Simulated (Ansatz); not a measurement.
# CH₅BN₂: small, medium and large basis sets

How large a basis does CH₅BN₂ need? Two functionals are run in growing sets.

Method: one geometry, several basis sets; program: Ansatz 0.2.0, Gaussian basis.

Plan: PBE0-D4/def2-SVP; ωB97M-V/def2-SVP; PBE0-D4/def2-QZVPP; ωB97M-V/def2-QZVPP; the functionals' def2-TZVPP values are taken from earlier runs.

### Step 1. Structure used throughout

An earlier PBE0-D4 in a triple-zeta def2 set relaxation fixed the geometry.

9 atoms, charge 0, spin multiplicity 1.

Atoms are counted from 1 here; the program's logs count them from 0.

Bond lengths: B1–N2 1.430 Å, B1–N4 1.430 Å, B1–H5 1.191 Å, N2–C3 1.458 Å, N2–H6 1.003 Å, C3–N4 1.458 Å, C3–H7 1.097 Å, C3–H8 1.097 Å, N4–H9 1.003 Å. Angles: N2–B1–N4 92.5°, N2–B1–H5 133.7°, N4–B1–H5 133.7°, B1–N2–C3 88.7°, B1–N2–H6 135.4°, C3–N2–H6 124.3°, N2–C3–N4 90.2°, N2–C3–H7 113.7°, N2–C3–H8 114.4°, N4–C3–H7 114.4°, N4–C3–H8 113.7°, H7–C3–H8 109.6°, B1–N4–C3 88.7°, B1–N4–H9 135.5°, C3–N4–H9 124.3°.

### Step 2. PBE0-D4 in def2-SVP

Contents of in.yaml:

```yaml
crystal:
  periodic: [false, false, false]
  atoms:
    - {symbol: B, position_ang: [-0.538099, 0.903828, -0.424192]}
    - {symbol: N, position_ang: [0.763940, 0.350105, -0.630863]}
    - {symbol: C, position_ang: [0.430096, -0.702400, 0.321981]}
    - {symbol: N, position_ang: [-0.891547, -0.116161, 0.513494]}
    - {symbol: H, position_ang: [-1.109556, 1.851861, -0.864610]}
    - {symbol: H, position_ang: [1.686504, 0.721989, -0.761457]}
    - {symbol: H, position_ang: [0.419966, -1.707135, -0.117078]}
    - {symbol: H, position_ang: [1.046892, -0.704084, 1.228587]}
    - {symbol: H, position_ang: [-1.719798, -0.644404, 0.717039]}
basis:
  gaussian: {orbitals: def2-SVP}
hamiltonian: {xc: pbe0, dispersion: d4}
output: {orbitals: {seedname: orbitals}}
```

The runs that follow: ωB97M-V in def2-SVP; PBE0-D4 in def2-QZVPP; ωB97M-V in def2-QZVPP.

Q: Predict the results of all the runs planned. Wanted: PBE0-D4: double and triple zeta above quadruple; ωB97M-V: double and triple zeta above quadruple.

**Answer**, as computed:

```
                                       quantity          value
PBE0-D4: double and triple zeta above quadruple  5.62, 0.29 eV
ωB97M-V: double and triple zeta above quadruple  5.82, 0.27 eV
```

PBE0-D4 gains 5.33 eV from double to triple zeta, then 0.29 eV more. Total energies overstate the basis error of differences, where much of it tends to cancel. The LUMO of ωB97M-V is positive and keeps falling with the basis (3.45 to 1.80 eV): an unbound level that the basis holds in place.
